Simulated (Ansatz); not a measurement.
**CaAl2Ge2: further runs on the relaxed cell**

The task here is to estimate one member of a computed series from the others.

Computed with Ansatz 0.2.0 (DFT r2SCAN, scalar-relativistic, plane waves, PAW, unless a step's input says otherwise).

### Starting point

It takes space group P-3m1 (No. 164, trigonal). Conventional cell: a = 4.170 Å, b = 4.170 Å, c = 7.148 Å, α = 90.00°, β = 90.00°, γ = 120.00°. Ca (site symmetry -3m) is surrounded by 6 Ge at 3.05 Å. Al (site symmetry 3m) has 4 Ge at 2.53 to 2.62 Å in its first shell of neighbours. Around Ge (site symmetry 3m) lie 4 Al at 2.53 to 2.62 Å and 3 Ca at 3.05 Å.

As a file:

```cif
data_structure
_symmetry_space_group_name_H-M 'P 1'
_symmetry_Int_Tables_number 1
_cell_length_a 4.1696
_cell_length_b 4.1696
_cell_length_c 7.1476
_cell_angle_alpha 90.000
_cell_angle_beta 90.000
_cell_angle_gamma 120.000
_cell_volume 107.62
loop_
_atom_site_label
_atom_site_type_symbol
_atom_site_fract_x
_atom_site_fract_y
_atom_site_fract_z
_atom_site_occupancy
Ca1 Ca 0.00000 0.00000 0.00000 1
Al1 Al 0.33333 0.66667 0.62783 1
Al2 Al 0.66667 0.33333 0.37217 1
Ge1 Ge 0.33333 0.66667 0.26148 1
Ge2 Ge 0.66667 0.33333 0.73852 1
```

It is the result of an earlier relaxation at this level (volume 21.52 Å³/atom; gap on the mesh: none (metal)).

The first run:

Contents of input.yaml:

```yaml
crystal:
  lattice:
    - [4.1274718406, 0.0, 0.0]
    - [-2.0637359203, 3.5744954674, 0.0]
    - [0.0, 0.0, 7.0753478215]
  atoms:
    - { symbol: Ca, position: [0.0, 0.0, 0.0] }
    - { symbol: Al, position: [0.3333333333, 0.6666666667, 0.6278288912] }
    - { symbol: Al, position: [0.6666666667, 0.3333333333, 0.3721711088] }
    - { symbol: Ge, position: [0.3333333333, 0.6666666667, 0.2614768374] }
    - { symbol: Ge, position: [0.6666666667, 0.3333333333, 0.7385231626] }
basis:
  ecutwfc: 500
kpoints:
  mp_grid: { grid: [12, 12, 6] }
hamiltonian:
  xc: r2scan
scf:
  occupations: { method: gaussian, width: 0.1 }
output:
  forces: true
  stress: true
  eigenvalues: true
relax:
  adjacent_minimum: "off"
  f_tol: 0.01
  max_steps: 30
  cell: { stress_tol: 0.1, fix: [volume] }
```

Command:

```console
$ ansatz run input.yaml --threads 1 --pin off --max-ram 2560MiB --backend cpu --events-out ev --progress --plain --runs-dir out
```

Steps of the session up to this table: Volume × 0.97; The cell scaled to 1.03 of its volume; Volume × 0.94; Point at V/V0 = 1.06; The cell scaled to 0.91 of its volume; The cell scaled to 1.10 of its volume; The cell scaled to 0.88 of its volume.

One table of the session follows, with a row left open; its other results are not shown here.

It belongs to the step «Energy against volume». 

```
volume (Å³/atom)  energy above the lowest point (meV/atom)  pressure (GPa)
          18.940                                      76.0           10.47
          19.586                                      40.5            7.22
          20.232                                      17.1            4.44
          20.877                                       4.1            2.06
          21.523                                       0.0            0.01
          22.169                                       3.6           -1.75
          22.814                                         ?               ?
          23.675                                      35.9           -4.93
```

Q: Estimate the row for volume (Å³/atom) = 22.814 from the others.

Worked estimate for «energy above the lowest point (meV/atom)». A straight line through the neighbours (22.169, 3.6) and (23.675, 35.9) gives 3.6 + (35.9 − 3.6) × (22.814 − 22.169) / (23.675 − 22.169) = 17.4; a parabola fitted to 3 rows on both sides gives 13.3.

**Answer.** energy above the lowest point (meV/atom): 13.7; pressure (GPa): -3.26. In «energy above the lowest point (meV/atom)» the line misses by +3.7 and the parabola by -0.4.
